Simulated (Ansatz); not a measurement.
# GaGeO4: what a guessed cell relaxes into, part 2 of 2

The task: take a trial cell of GaGeO4 to zero force and stress.

Ansatz 0.2.0; DFT PBE, scalar-relativistic, plane waves, PAW.

### Step 4. Final relaxation

The end of the coarse run is made exact in the group found at a tolerance of 0.06 Å and reduced to its primitive cell.

input.yaml reads:

```yaml
crystal:
  lattice:
    - [3.1756594361, -3.2797468009, 0.0]
    - [3.1756594361, 3.2797468009, 0.0]
    - [0.0, 0.0, 2.9583450514]
  atoms:
    - { symbol: Ga, position: [0.5, 0.5, 0.5] }
    - { symbol: Ge, position: [0.0, 0.0, 0.0] }
    - { symbol: O, position: [0.1884168888, 0.8115831112, 0.5] }
    - { symbol: O, position: [0.8115831112, 0.1884168888, 0.5] }
    - { symbol: O, position: [0.2974691116, 0.2974691116, 0.0] }
    - { symbol: O, position: [0.7025308884, 0.7025308884, 0.0] }
basis:
  ecutwfc: 420
kpoints:
  mp_grid: { grid: [8, 8, 12] }
hamiltonian:
  xc: pbe
scf:
  occupations: { method: gaussian, width: 0.1 }
output:
  forces: true
  stress: true
  eigenvalues: true
relax:
  adjacent_minimum: "off"
  f_tol: 0.01
  max_steps: 80
  cell: { stress_tol: 0.05 }
```

On the command line:

```console
$ ansatz run input.yaml --threads 1 --pin off --max-ram 2560MiB --backend cpu --events-out ev --progress --plain --runs-dir out
```

Standard output:

```text
Warning: RAYON_NUM_THREADS=1 ignored (pool sized by the plan → 1); use --threads N
Engine: ansatz 0.2.0, x86_64-unknown-linux-gnu
Pseudopotentials: kind: paw
Pseudopotential: Ga, paw, valence charge 13, recommended cutoff 420 eV (normal), Ga.paw.azcp
Pseudopotential: Ge, paw, valence charge 14, recommended cutoff 420 eV (normal), Ge.paw.azcp
Pseudopotential: O, paw, valence charge 6, recommended cutoff 420 eV (normal), O.paw.azcp
Functional definition: PBE
  parameter kappa = 0.804
  parameter beta = 0.06672455060314922
  exchange = pbe_x(kappa = kappa, mu = beta*pi^2/3)
  correlation = pbe_c(beta = beta)
Crystal: 6 atoms, lattice volume = 61.624 Å³
Basis set: ecut = 420 eV, 1193 PW (Γ), exchange–correlation on 64×64×40 points (8 copies of the dense FFT grid, shifted against one another)
Bands: 32, of which v1, the nominal top of the filled ones, is band 26 counted from 1 (25 counted from 0)
Symmetry: 8 space group operations
Space group: Cmmm (ITA 65), of the structure as read, at distance tolerance 3.9e-5 Å
k-points: 147 of 768
Non-local potential: Ga, projectors of the file, l = 0: 2, l = 1: 2, l = 2: 3, l = 3: 1
Non-local potential: Ge, projectors of the file, l = 0: 2, l = 1: 2, l = 2: 3, l = 3: 1
Non-local potential: O, projectors of the file, l = 0: 2, l = 1: 2, l = 2: 1
PAW form: soft (Blöchl's): semilocal exchange-correlation on the pseudo side does not see the compensation charge
PAW one-centre angular grid: Ga, 590 points (default); XC on 64 Gauss nodes
PAW one-centre angular grid: Ge, 590 points (default); XC on 64 Gauss nodes
PAW one-centre angular grid: O, 110 points (default); XC on 64 Gauss nodes
Initial density: superposition of atomic densities (neutral atoms: chi_scale 0, normalization atom), corrected by the library's trained network
Initial wavefunctions: pseudopotential atomic-orbital guess
Functional: x = pbe(κ = 0.804, μ = 0.2195149727645171), c = pbe(β = 0.06672455060314922)
SCF iter   1: F=—  HF=-10346.052360 eV  |F-HF|=—  |Δ(HF+E_count)|=         —  Δρ=8.24e-3  dr2=1.68e-2  ethr=1.77e-3  ⟨swp⟩=5.2  Hψ=19695  notcnv=0  defer=16
preconditioner: auto → LDOS  [metal: Δε(μ)=0.003 eV  Ē_g=19.783 eV  σ=0.100 eV  W_gap=0.02  n_scr=18 (ndim 8)  ℏωp=33.8 eV  f_vac=0.029  D(μ)=4.45/eV (n_scr^D=46)  β→1.0]
SCF iter   2: F=—  HF=-10346.047706 eV  |F-HF|=—  |Δ(HF+E_count)|=   4.65e-3  Δρ=2.56e-3  dr2=2.66e-3  ethr=3.30e-5  ⟨swp⟩=2.7  Hψ=9482  notcnv=0  defer=17
SCF iter   3: F=—  HF=-10346.047434 eV  |F-HF|=—  |Δ(HF+E_count)|=   2.72e-4  Δρ=1.40e-3  dr2=1.12e-3  ethr=5.22e-6  ⟨swp⟩=2.0  Hψ=7104  notcnv=0  defer=17
SCF iter   4: F=—  HF=-10346.047259 eV  |F-HF|=—  |Δ(HF+E_count)|=   1.75e-4  Δρ=9.38e-4  dr2=5.59e-4  ethr=2.19e-6  ⟨swp⟩=2.0  Hψ=5195  notcnv=0  defer=17
SCF iter   5: F=—  HF=-10346.047207 eV  |F-HF|=—  |Δ(HF+E_count)|=   5.25e-5  Δρ=5.64e-4  dr2=2.31e-4  ethr=1.10e-6  ⟨swp⟩=1.5  Hψ=5376  notcnv=0  defer=17
SCF iter   6: F=—  HF=-10346.047182 eV  |F-HF|=—  |Δ(HF+E_count)|=   2.44e-5  Δρ=1.62e-4  dr2=1.66e-5  ethr=4.53e-7  ⟨swp⟩=1.2  Hψ=4503  notcnv=0  defer=17
SCF iter   7: F=—  HF=-10346.047185 eV  |F-HF|=—  |Δ(HF+E_count)|=   2.93e-6  Δρ=3.51e-5  dr2=7.14e-7  ethr=3.25e-8  ⟨swp⟩=2.0  Hψ=7873  notcnv=0  defer=17
SCF iter   8: F=-10346.047185 eV  HF=-10346.047185 eV  |F-HF|=7.38e-9  |Δ(HF+E_count)|=   2.94e-7  Δρ=8.41e-6  dr2=2.13e-8  ethr=1.96e-10  ⟨swp⟩=7.2  Hψ=21273  notcnv=0
SCF 1 converged in 8 iterations: F = -10346.047185 eV  dr2 = 2.13e-8
relax step   1: F+E_penalty+E_count = -10346.04718502 eV  Δ(F+E_penalty+E_count) = +0.000e0 eV  max|allowed force component| = 2.043e-2 eV/Å  Δτ_max = 0.0000 Å  P = +0.095 GPa  Ω = 61.624 Å³  (8 SCF iters, dr2 threshold 1.00e-7 eV, accepted)
Crystal: 6 atoms, lattice volume = 61.644 Å³
Initial density: handed on by an earlier stage of this run
Initial wavefunctions: those handed on with the density
iter 1 solved again at ethr=1.52e-8 eV; its pass at ethr=3.10e-3 eV (dr2=7.77e-6 eV) is discarded
SCF iter   1: F=—  HF=-10346.047170 eV  |F-HF|=—  |Δ(HF+E_count)|=         —  Δρ=1.93e-4  dr2=9.61e-6  ethr=1.52e-8  ⟨swp⟩=3.0  Hψ=21446  notcnv=0
preconditioner: auto → LDOS  [metal: Δε(μ)=0.005 eV  Ē_g=19.795 eV  σ=0.100 eV  W_gap=0.03  n_scr=18 (ndim 8)  ℏωp=33.8 eV  f_vac=0.031  D(μ)=4.55/eV (n_scr^D=46)  β→1.0]
SCF iter   2: F=—  HF=-10346.047169 eV  |F-HF|=—  |Δ(HF+E_count)|=   8.38e-7  Δρ=4.86e-5  dr2=5.94e-7  ethr=1.52e-8  ⟨swp⟩=2.0  Hψ=7739  notcnv=0
SCF iter   3: F=-10346.047168 eV  HF=-10346.047169 eV  |F-HF|=2.18e-7  |Δ(HF+E_count)|=   4.84e-8  Δρ=1.45e-5  dr2=7.65e-8  ethr=3.72e-10  ⟨swp⟩=5.3  Hψ=19816  notcnv=0
SCF 2 converged in 3 iterations: F = -10346.047168 eV  dr2 = 7.65e-8
relax step   2: F+E_penalty+E_count = -10346.04716840 eV  Δ(F+E_penalty+E_count) = +1.661e-5 eV  max|allowed force component| = 1.022e-2 eV/Å  Δτ_max = 0.0011 Å  P = +0.032 GPa  Ω = 61.644 Å³  energy of the carried Pulay correction = -1.021e-4 eV  (3 SCF iters, dr2 threshold 1.89e-7 eV, accepted)
Crystal: 6 atoms, lattice volume = 61.651 Å³
iter 1 solved again at ethr=2.73e-9 eV; its pass at ethr=3.10e-3 eV (dr2=1.39e-6 eV) is discarded
SCF iter   1: F=—  HF=-10346.047141 eV  |F-HF|=—  |Δ(HF+E_count)|=         —  Δρ=6.08e-5  dr2=1.30e-6  ethr=2.73e-9  ⟨swp⟩=2.0  Hψ=20621  notcnv=0
preconditioner: auto → LDOS  [metal: Δε(μ)=0.005 eV  Ē_g=19.794 eV  σ=0.100 eV  W_gap=0.03  n_scr=18 (ndim 8)  ℏωp=33.8 eV  f_vac=0.031  D(μ)=4.56/eV (n_scr^D=46)  β→1.0]
SCF iter   2: F=—  HF=-10346.047142 eV  |F-HF|=—  |Δ(HF+E_count)|=   4.77e-7  Δρ=3.27e-5  dr2=4.28e-7  ethr=2.55e-9  ⟨swp⟩=2.0  Hψ=8465  notcnv=0
SCF iter   3: F=—  HF=-10346.047142 eV  |F-HF|=—  |Δ(HF+E_count)|=   2.37e-7  Δρ=1.77e-5  dr2=2.02e-7  ethr=8.38e-10  ⟨swp⟩=2.0  Hψ=8149  notcnv=0
SCF iter   4: F=—  HF=-10346.047142 eV  |F-HF|=—  |Δ(HF+E_count)|=   2.96e-8  Δρ=1.18e-5  dr2=9.69e-8  ethr=3.96e-10  ⟨swp⟩=2.0  Hψ=5439  notcnv=0
SCF iter   5: F=-10346.047142 eV  HF=-10346.047142 eV  |F-HF|=1.28e-8  |Δ(HF+E_count)|=   9.32e-9  Δρ=4.40e-6  dr2=1.36e-8  ethr=3.64e-11  ⟨swp⟩=3.0  Hψ=16211  notcnv=0
SCF 3 converged in 5 iterations: F = -10346.047142 eV  dr2 = 1.36e-8
relax step   3: F+E_penalty+E_count = -10346.04714157 eV  Δ(F+E_penalty+E_count) = +2.683e-5 eV  max|allowed force component| = 4.808e-3 eV/Å  Δτ_max = 0.0003 Å  P = +0.010 GPa  Ω = 61.651 Å³  energy of the carried Pulay correction = -1.375e-4 eV  (5 SCF iters, dr2 threshold 1.86e-8 eV, accepted)
Initial wavefunctions: pseudopotential atomic-orbital guess (no wavefunctions were taken with the density)
iter 1 solved again at ethr=2.03e-8 eV; its pass at ethr=3.10e-3 eV (dr2=1.04e-5 eV) is discarded
SCF iter   1: F=—  HF=-10346.047246 eV  |F-HF|=—  |Δ(HF+E_count)|=         —  Δρ=9.94e-6  dr2=2.56e-8  ethr=2.03e-8  ⟨swp⟩=3.2  Hψ=31744  notcnv=0
SCF iter   2: F=—  HF=-10346.047247 eV  |F-HF|=—  |Δ(HF+E_count)|=   8.00e-7  Δρ=4.00e-6  dr2=6.10e-9  ethr=5.02e-11  ⟨swp⟩=2.0  Hψ=8491  notcnv=0
SCF iter   3: F=—  HF=-10346.047247 eV  |F-HF|=—  |Δ(HF+E_count)|=  3.66e-10  Δρ=1.96e-6  dr2=2.60e-9  ethr=1.20e-11  ⟨swp⟩=2.0  Hψ=6955  notcnv=0
SCF iter   4: F=—  HF=-10346.047247 eV  |F-HF|=—  |Δ(HF+E_count)|=  1.36e-10  Δρ=1.61e-6  dr2=1.44e-9  ethr=5.09e-12  ⟨swp⟩=2.0  Hψ=5439  notcnv=0
SCF iter   5: F=—  HF=-10346.047247 eV  |F-HF|=—  |Δ(HF+E_count)|=  2.22e-10  Δρ=9.08e-7  dr2=4.33e-10  ethr=2.82e-12  ⟨swp⟩=2.0  Hψ=5439  notcnv=0
SCF iter   6: F=-10346.047247 eV  HF=-10346.047247 eV  |F-HF|=4.37e-11  |Δ(HF+E_count)|=  2.55e-11  Δρ=3.06e-7  dr2=4.84e-11  ethr=1.00e-12  ⟨swp⟩=3.0  Hψ=16435  notcnv=0
SCF 4 converged in 6 iterations: F = -10346.047247 eV  dr2 = 4.84e-11
relax step   4: F+E_penalty+E_count = -10346.04724729 eV  Δ(F+E_penalty+E_count) = -1.057e-4 eV  max|allowed force component| = 4.859e-3 eV/Å  Δτ_max = 0.0000 Å  P = +0.014 GPa  Ω = 61.651 Å³  stress off target by 5.24e-2 GPa  SCF on the basis re-selected at this cell (its energy is not comparable with the rows above)  (6 SCF iters)
basis re-selected at this cell: Δ(F+E_penalty+E_count) = -1.057e-4 eV, ΔP = +0.004 GPa vs the last step (what re-selecting the basis moved, of the pressure what is left beyond the Pulay correction that the steps carried, after the strain that the cell walked since its last selection, with what the two solves' SCF thresholds leave and, on support functions, any second-order correction that the steps lacked; it is no measure of the basis error at this ecutwfc). This SCF's stress stands 5.24e-2 GPa from its target on what of the cell is left free (relax.cell.stress_tol is 5.00e-2 GPa) and its largest allowed force component is 4.86e-3 eV/Å (relax.f_tol is 1.00e-2 eV/Å): not within both, so this SCF does not close the relaxation
Crystal: 6 atoms, lattice volume = 61.661 Å³
iter 1 solved again at ethr=3.60e-9 eV; its pass at ethr=3.10e-3 eV (dr2=1.84e-6 eV) is discarded
SCF iter   1: F=—  HF=-10346.047196 eV  |F-HF|=—  |Δ(HF+E_count)|=         —  Δρ=7.94e-5  dr2=2.01e-6  ethr=3.60e-9  ⟨swp⟩=2.2  Hψ=20645  notcnv=0
preconditioner: auto → LDOS  [metal: Δε(μ)=0.005 eV  Ē_g=19.793 eV  σ=0.100 eV  W_gap=0.03  n_scr=18 (ndim 8)  ℏωp=33.8 eV  f_vac=0.032  D(μ)=4.56/eV (n_scr^D=46)  β→1.0]
SCF iter   2: F=—  HF=-10346.047196 eV  |F-HF|=—  |Δ(HF+E_count)|=   4.28e-7  Δρ=2.25e-5  dr2=2.19e-7  ethr=3.60e-9  ⟨swp⟩=2.0  Hψ=7830  notcnv=0
SCF iter   3: F=—  HF=-10346.047196 eV  |F-HF|=—  |Δ(HF+E_count)|=   4.15e-8  Δρ=1.03e-5  dr2=6.32e-8  ethr=4.30e-10  ⟨swp⟩=2.0  Hψ=8470  notcnv=0
SCF iter   4: F=—  HF=-10346.047196 eV  |F-HF|=—  |Δ(HF+E_count)|=   1.51e-8  Δρ=6.90e-6  dr2=3.21e-8  ethr=1.24e-10  ⟨swp⟩=2.0  Hψ=6764  notcnv=0
SCF iter   5: F=—  HF=-10346.047196 eV  |F-HF|=—  |Δ(HF+E_count)|=   2.87e-9  Δρ=4.59e-6  dr2=1.46e-8  ethr=6.29e-11  ⟨swp⟩=2.0  Hψ=5439  notcnv=0
SCF iter   6: F=-10346.047196 eV  HF=-10346.047196 eV  |F-HF|=1.02e-9  |Δ(HF+E_count)|=   1.55e-9  Δρ=1.27e-6  dr2=1.10e-9  ethr=1.34e-11  ⟨swp⟩=4.0  Hψ=14365  notcnv=0
SCF 5 converged in 6 iterations: F = -10346.047196 eV  dr2 = 1.10e-9
relax step   5: F+E_penalty+E_count = -10346.04719559 eV  Δ(F+E_penalty+E_count) = +5.169e-5 eV  max|allowed force component| = 4.574e-3 eV/Å  Δτ_max = 0.0004 Å  P = +0.003 GPa  Ω = 61.661 Å³  energy of the carried Pulay correction = -5.479e-5 eV  (6 SCF iters, dr2 threshold 6.85e-9 eV, accepted)
iter 1 solved again at ethr=2.01e-8 eV; its pass at ethr=3.10e-3 eV (dr2=1.02e-5 eV) is discarded
SCF iter   1: F=—  HF=-10346.047252 eV  |F-HF|=—  |Δ(HF+E_count)|=         —  Δρ=4.24e-6  dr2=3.85e-9  ethr=2.01e-8  ⟨swp⟩=3.2  Hψ=31787  notcnv=0
preconditioner: auto → LDOS  [metal: Δε(μ)=0.005 eV  Ē_g=19.793 eV  σ=0.100 eV  W_gap=0.03  n_scr=18 (ndim 8)  ℏωp=33.8 eV  f_vac=0.031  D(μ)=4.56/eV (n_scr^D=46)  β→1.0]
SCF iter   2: F=—  HF=-10346.047252 eV  |F-HF|=—  |Δ(HF+E_count)|=   7.40e-8  Δρ=2.92e-6  dr2=1.78e-9  ethr=7.55e-12  ⟨swp⟩=2.8  Hψ=9372  notcnv=0
SCF iter   3: F=—  HF=-10346.047252 eV  |F-HF|=—  |Δ(HF+E_count)|=  7.57e-10  Δρ=1.11e-6  dr2=2.76e-10  ethr=3.49e-12  ⟨swp⟩=2.0  Hψ=8079  notcnv=0
SCF iter   4: F=—  HF=-10346.047252 eV  |F-HF|=—  |Δ(HF+E_count)|=  1.24e-10  Δρ=3.61e-7  dr2=7.98e-11  ethr=1.00e-12  ⟨swp⟩=2.0  Hψ=8251  notcnv=0
SCF iter   5: F=-10346.047252 eV  HF=-10346.047252 eV  |F-HF|=2.00e-11  |Δ(HF+E_count)|=  1.82e-12  Δρ=3.25e-7  dr2=3.69e-11  ethr=1.00e-12  ⟨swp⟩=4.0  Hψ=15222  notcnv=0
SCF 6 converged in 5 iterations: F = -10346.047252 eV  dr2 = 3.69e-11
relax step   6: F+E_penalty+E_count = -10346.04725164 eV  Δ(F+E_penalty+E_count) = -5.605e-5 eV  max|allowed force component| = 4.546e-3 eV/Å  Δτ_max = 0.0000 Å  P = +0.003 GPa  Ω = 61.661 Å³  stress off target by 6.53e-3 GPa  SCF on the basis re-selected at this cell (its energy is not comparable with the rows above)  (5 SCF iters)
basis re-selected at this cell: Δ(F+E_penalty+E_count) = -5.605e-5 eV, ΔP = +0.001 GPa vs the last step (what re-selecting the basis moved, of the pressure what is left beyond the Pulay correction that the steps carried, after the strain that the cell walked since its last selection, with what the two solves' SCF thresholds leave and, on support functions, any second-order correction that the steps lacked; it is no measure of the basis error at this ecutwfc). This SCF's stress stands 6.53e-3 GPa from its target on what of the cell is left free (relax.cell.stress_tol is 5.00e-2 GPa) and its largest allowed force component is 4.55e-3 eV/Å (relax.f_tol is 1.00e-2 eV/Å): within both
SCF converged after 5 iterations
Free energy (F): -10346.047252 eV
Harris-Foulkes:  -10346.047252 eV  (|F-HF|=2.00e-11)
Internal energy: -10346.024466 eV  (E = F + TS)
E sigma→0 (E₀):  -10346.035859 eV
Entropy (-TS):   -0.022786 eV (-3.798 meV/atom)
Fermi energy:    7.402788 eV
--- Per-component energies (eV) ---
  E_band       = -175.822915
  E_kinetic    = 926.472416
  E_local      = -5357.056529  (includes V_loc(G=0)·N_el)
  E_nonlocal   = 1052.935204
  E_hartree    = 2296.347607
  E_xc         = -434.406061
  E_vxc        = -493.209784  (∫ρ·V_xc dr)
  E_paw        = -4659.295136  (= ΣΔE_a)
  E_vpaw       = -897.669614  (= ΣTr[D̂ρ^β])
  E_aug_tail   = 0.010215  (compensation charges beyond the density's cutoff)
  E_ewald      = -4171.032182
  E_smearing   = -0.022786  (= −TS)
  E_closure    = -0.000000  (closes the sum)
  Σ components = -10346.047252   (vs F -10346.047252, Δ=0.00e0)
--- Forces (eV/Å), atoms counted from 1 ---
  atom   1  Ga     0.00000000     0.00000000     0.00000000
  atom   2  Ge     0.00000000     0.00000000     0.00000000
  atom   3  O      0.00000000    -0.00082089    -0.00000000
  atom   4  O      0.00000000     0.00082089     0.00000000
  atom   5  O     -0.00454644     0.00000000     0.00000000
  atom   6  O      0.00454644    -0.00000000    -0.00000000
  max |Σ_I F_I| component: 1.08e-19 eV/Å
--- Stress (GPa, compression-positive) ---
        0.000666      -0.000000       0.000000
       -0.000000       0.002613       0.000000
        0.000000       0.000000       0.006529
  P = ⅓ Tr σ = 0.0033 GPa (0.033 kbar)
--- Band table (eV; the first three rows and the last of 147) ---
  k-point 0: bands = ["-16.0196", "-15.8206", "-15.8073", "-15.7303", "-15.6926", "-11.7831", "-9.3700", "-9.3558", "-9.0461", "-5.0059", "-4.9618", "-4.8274", "-4.7658", "-4.5634", "-0.5877", "3.2768", "3.9695", "4.0875", "4.2675", "5.7012", "6.3632", "6.4711", "7.0502", "7.3468", "7.4655", "8.0625", "10.2389", "14.8608", "15.0238", "16.6408", "19.0403", "19.0788"]
  k-point 1: bands = ["-16.0089", "-15.8373", "-15.8032", "-15.7298", "-15.6954", "-11.7181", "-9.3760", "-9.2974", "-9.0420", "-4.9648", "-4.9458", "-4.8244", "-4.7753", "-4.5808", "-0.5911", "3.3565", "3.9280", "4.0332", "4.3291", "5.5791", "6.0798", "6.0892", "6.6924", "7.4336", "7.4452", "8.0030", "10.6929", "15.2178", "15.2276", "16.9331", "18.3719", "19.7528"]
  k-point 2: bands = ["-15.9813", "-15.8821", "-15.7905", "-15.7283", "-15.7032", "-11.5267", "-9.3925", "-9.1354", "-9.0424", "-4.9022", "-4.8478", "-4.8164", "-4.8013", "-4.6322", "-0.6016", "3.5501", "3.5870", "4.1987", "4.5108", "4.9309", "5.4116", "5.6330", "6.0003", "7.3716", "7.4164", "7.8250", "11.6278", "15.6334", "16.1589", "17.6840", "17.8490", "20.3833"]
  k-point 146: bands = ["-16.0568", "-15.9019", "-15.7352", "-15.7207", "-15.7100", "-9.9586", "-9.5564", "-9.4781", "-8.5400", "-4.9221", "-4.8638", "-4.7715", "-4.7010", "-4.2921", "-1.1667", "0.5373", "2.2286", "2.8624", "5.0621", "5.3302", "5.5747", "5.6615", "7.0217", "7.0314", "7.0744", "7.1192", "12.8095", "13.8798", "18.2002", "18.3498", "19.7924", "20.7437"]
--- Relaxed structure (4 steps of the walk, 4 accepted, 2 SCFs on fresh bases) ---
  F+E_penalty+E_count = -10346.04725164 eV   max|allowed force component| = 4.546e-3 eV/Å   (the final SCF, on the basis selected at the relaxed cell)
  cell:  # Å, volume = 61.6609 Å³
    - [3.178431828957766, -3.281753237708287, 0.0]
    - [3.178431828957766, 3.281753237708287, 0.0]
    - [0.0, 0.0, 2.9557033228887093]
  atoms:
    - { symbol: Ga, position: [0.5, 0.5, 0.5] }
    - { symbol: Ge, position: [-5.6901681593047e-21, -5.6901681593047e-21, 0.0] }
    - { symbol: O, position: [0.18850371945910016, 0.8114962805408998, 0.5] }
    - { symbol: O, position: [0.8114962805408998, 0.18850371945910016, 0.5] }
    - { symbol: O, position: [0.29744976530296374, 0.29744976530296374, 0.0] }
    - { symbol: O, position: [0.7025502346970363, 0.7025502346970363, 0.0] }
```

It took 3.2 min on 1 thread of Intel Xeon at 2.50GHz (Skylake/Cascade Lake), shared host; peak memory 0.55 GiB.

The steps of the relaxation:

```csv
step,E - E(step 1) (eV/cell),largest force component (eV/Å),pressure (GPa),volume (Å³)
1,0.0000,0.0204,0.10,61.62
2,0.0000,0.0102,0.03,61.64
3,0.0000,0.0048,0.01,61.65
4,-0.0001,0.0049,0.01,61.65
5,0.0000,0.0046,0.00,61.66
6,-0.0001,0.0045,0.00,61.66
```

Step 1 is the start. Steps 4, 6 each repeat the geometry before them on a plane-wave basis chosen anew, so the energy can jump there without any move.

Lengths and angles in the start's conventional setting:

|  | before | after | change |
| --- | --- | --- | --- |
| a (Å) | 6.351 | 6.357 | +0.1 % |
| b (Å) | 6.559 | 6.564 | +0.1 % |
| c (Å) | 2.958 | 2.956 | -0.1 % |
| volume (Å³/atom) | 10.27 | 10.28 | +0.1 % |
| shortest distance (Å) | 1.889 | 1.891 | +0.1 % |
| space group (0.01 Å) | Cmmm | Cmmm | same |

The run keeps the 8 symmetry operations of the start, so it could not have lowered the symmetry.

### Step 5. Changing settings: ecutwfc 18.4 Ry, eigensolver.kind davidson

input.yaml reads:

```yaml
crystal:
  lattice:
    - [3.178431829, -3.2817532377, 0.0]
    - [3.178431829, 3.2817532377, 0.0]
    - [0.0, 0.0, 2.9557033229]
  atoms:
    - { symbol: Ga, position: [0.5, 0.5, 0.5] }
    - { symbol: Ge, position: [0.0, 0.0, 0.0] }
    - { symbol: O, position: [0.1885037195, 0.8114962805, 0.5] }
    - { symbol: O, position: [0.8114962805, 0.1885037195, 0.5] }
    - { symbol: O, position: [0.2974497653, 0.2974497653, 0.0] }
    - { symbol: O, position: [0.7025502347, 0.7025502347, 0.0] }
basis:
  ecutwfc: "18.4 Ry"
kpoints:
  mp_grid: { grid: [8, 8, 12] }
hamiltonian:
  xc: pbe
scf:
  occupations: { method: gaussian, width: 0.1 }
  eigensolver: { kind: davidson }
output:
  forces: true
  eigenvalues: true
  stress: true
```

On the command line:

```console
$ ansatz run input.yaml --threads 1 --pin off --max-ram 2560MiB --backend cpu --events-out ev --progress --plain --runs-dir out
```

Standard output, cut to the lines that bear on the results:

```text
Warning: basis.ecutwfc = 250.34475346308957 eV is below the records' recommended 420 eV, and the density's cutoff is lower with it unless basis.ecutrho_ratio is high enough to keep the records' density cutoff: compare with a run at a higher cutoff
Warning: RAYON_NUM_THREADS=1 ignored (pool sized by the plan → 1); use --threads N
[...]
Pseudopotentials: kind: paw
Pseudopotential: Ga, paw, valence charge 13, recommended cutoff 420 eV (normal), Ga.paw.azcp
Pseudopotential: Ge, paw, valence charge 14, recommended cutoff 420 eV (normal), Ge.paw.azcp
[...]
--- Forces (eV/Å), atoms counted from 1 ---
  atom   1  Ga     0.00000000     0.00000000     0.00000000
  atom   2  Ge     0.00000000     0.00000000     0.00000000
  atom   3  O      0.00000000    -0.66266352     0.00000000
  atom   4  O      0.00000000     0.66266352     0.00000000
  atom   5  O      0.00718321     0.00000000     0.00000000
  atom   6  O     -0.00718321     0.00000000     0.00000000
[...]
--- Stress (GPa, compression-positive) ---
        7.799693       0.000000       0.000000
        0.000000       3.134849       0.000000
        0.000000       0.000000       4.006021
  P = ⅓ Tr σ = 4.9802 GPa (49.802 kbar)
--- Band table (eV; the first three rows and the last of 147) ---
[...]
```

It took 26 s on 1 thread of Intel Xeon at 2.50GHz (Skylake/Cascade Lake), shared host; peak memory 0.39 GiB.

```csv
run,ending,energy change,pressure (GPa),gap (eV),force (eV/Å),cycles,time
step 4,converged,0,0.0,0.00,0.00,-,3.2 min
variant,converged,+1.56 eV/atom,5.0,0.00,0.66,8,26 s
```

Changing the cutoff and solver moves the energy by +1.56 eV/atom, and the pressure goes from 0.0 to 5.0 GPa and the largest force goes from 0.00 to 0.66 eV/Å. The lower cutoff gives the higher energy: the smaller basis describes the state less well. The log warns that the cutoff is under what these potentials recommend, so the shift is basis error. These settings are too coarse to quote as the system's properties.

### Step 6. Outcome

What follows sums up all 2 parts. Changes of volume or cell count from the first structure of part 1.

```
                                                              quantity                                                                      value
                                symmetry at the end (tolerance 0.05 Å)                                                  space group Cmmm (No. 65)
                                                     conventional cell  a = 6.357 Å, b = 6.564 Å, c = 2.956 Å, α = 90.00°, β = 90.00°, γ = 90.00°
                                                                volume                                                              10.28 Å³/atom
energy over the elements (uncorrected; H, N, O, F and Cl as molecules)                                                              -1.36 eV/atom
                                                       gap on the mesh                                                               none (metal)
```

What this shows: The space group Cmmm (No. 65) is kept, and the volume per atom shrinks by 2.3 % from the first guess. It lies below the elements, which doesn't yet make it stable: competing phases were not computed in this session. No finished test with a distortion of lower symmetry is shown, so the end may be a saddle point. The final runs have no spin polarisation, so a magnetic state may lie lower.
